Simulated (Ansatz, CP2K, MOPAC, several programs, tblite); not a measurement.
## Many methods on one cell: CdSiN₂ (ordering on zincblende)

CdSiN₂ as one 8-atom ordering (P-4m2) on the zincblende lattice, relaxed with r2SCAN in Ansatz, was computed with several methods. The symmetry is P-4m2 (No. 115, tetragonal); conventional cell a = 3.089 Å, c = 10.316 Å, 12.31 Å³ an atom. Cd has 4 N at 2.10–2.47 Å; N has 4 Cd at 2.10 Å; N has 2 Si at 1.71 Å and 2 Cd at 2.47 Å; Si has 4 N at 1.71–1.88 Å; N has 4 Si at 1.88 Å. The calculation is spin-unpolarised, and the structure need not be a phase that has been made.

```cif
data_structure
_symmetry_space_group_name_H-M 'P-4m2'
_symmetry_Int_Tables_number 115
_cell_length_a 3.0893
_cell_length_b 3.0893
_cell_length_c 10.3159
_cell_angle_alpha 90.000
_cell_angle_beta 90.000
_cell_angle_gamma 90.000
_cell_volume 98.46
loop_
_atom_site_label
_atom_site_type_symbol
_atom_site_symmetry_multiplicity
_atom_site_Wyckoff_symbol
_atom_site_fract_x
_atom_site_fract_y
_atom_site_fract_z
_atom_site_occupancy
Cd1 Cd 2 g 0.50000 0.00000 0.86162 1
N1 N 1 b 0.50000 0.50000 0.00000 1
N2 N 2 e 0.00000 0.00000 0.32471 1
Si1 Si 2 g 0.50000 0.00000 0.39568 1
N3 N 1 c 0.50000 0.50000 0.50000 1
```

Gaps and times are for a single point on this cell; volume and bulk modulus come from each method's own relaxation or energy curve at fixed shape, which is too stiff where a cell has free coordinates or axes. Times are rough, from shared hosts (Arm Neoverse V2), and each method has its own mesh and cell size. A double dagger marks a value from a curve with shape and coordinates held. PM6 (MOPAC), PM7 (MOPAC), GFN1-xTB (tblite), GFN2-xTB (tblite) treat a cluster of cells at its zone centre, which samples few k points: where these miss a band edge, the gap comes out too large for that reason alone. Gaps from k meshes are read at a limited set of points (mesh, symmetry points, PBE's band edges), so each method's own least gap may be somewhat smaller. xTB and the PM methods were fitted mostly to molecules, and can miss a solid's gap by electronvolts. Minimal bases can be far off for gaps. d marks a direct gap, i an indirect one (no mark: not told apart), a dash a value that wasn't computed or didn't pass its checks.

```json
{"method": "light PBE (260 eV, its own mesh)", "kind": "light plane-wave", "gap (eV)": "overlap 0.40", "own volume (Å³/atom)": "–", "bulk modulus (GPa)": "–", "atoms computed": "8", "processor time": "3.5 s"}
{"method": "GFN1-xTB (tblite)", "kind": "tight binding", "gap (eV)": "0", "own volume (Å³/atom)": "–", "bulk modulus (GPa)": "–", "atoms computed": "72", "processor time": "3.7 s"}
{"method": "PM7 (MOPAC)", "kind": "semi-empirical", "gap (eV)": "3.80", "own volume (Å³/atom)": "–", "bulk modulus (GPa)": "–", "atoms computed": "72", "processor time": "6.6 s"}
{"method": "PM6 (MOPAC)", "kind": "semi-empirical", "gap (eV)": "3.52", "own volume (Å³/atom)": "–", "bulk modulus (GPa)": "–", "atoms computed": "72", "processor time": "9.9 s"}
{"method": "GFN2-xTB (tblite)", "kind": "tight binding", "gap (eV)": "0", "own volume (Å³/atom)": "11.92‡", "bulk modulus (GPa)": "124‡", "atoms computed": "72", "processor time": "10 s"}
{"method": "PBE/SZV (CP2K)", "kind": "small basis", "gap (eV)": "overlap 0.53", "own volume (Å³/atom)": "–", "bulk modulus (GPa)": "–", "atoms computed": "8", "processor time": "16 s"}
{"method": "PBE", "kind": "semilocal", "gap (eV)": "overlap 0.41", "own volume (Å³/atom)": "12.62", "bulk modulus (GPa)": "157‡", "atoms computed": "8", "processor time": "20 s"}
{"method": "PBE/DZVP (CP2K)", "kind": "small basis", "gap (eV)": "overlap 0.43", "own volume (Å³/atom)": "12.74‡", "bulk modulus (GPa)": "156‡", "atoms computed": "8", "processor time": "41 s"}
{"method": "r2SCAN", "kind": "semilocal", "gap (eV)": "overlap 0.42", "own volume (Å³/atom)": "12.31", "bulk modulus (GPa)": "179‡", "atoms computed": "8", "processor time": "45 s"}
```

Volumes against r2SCAN's: PBE +2.5 %.

With PBE and r2SCAN the bands overlap or touch, or nearly. Semilocal functionals can close a real gap, so this doesn't show a metal; small gaps of other methods may in turn close between the points read or with spin-orbit coupling, and the solid may be a semimetal.

The runs are scalar-relativistic, without spin-orbit coupling.
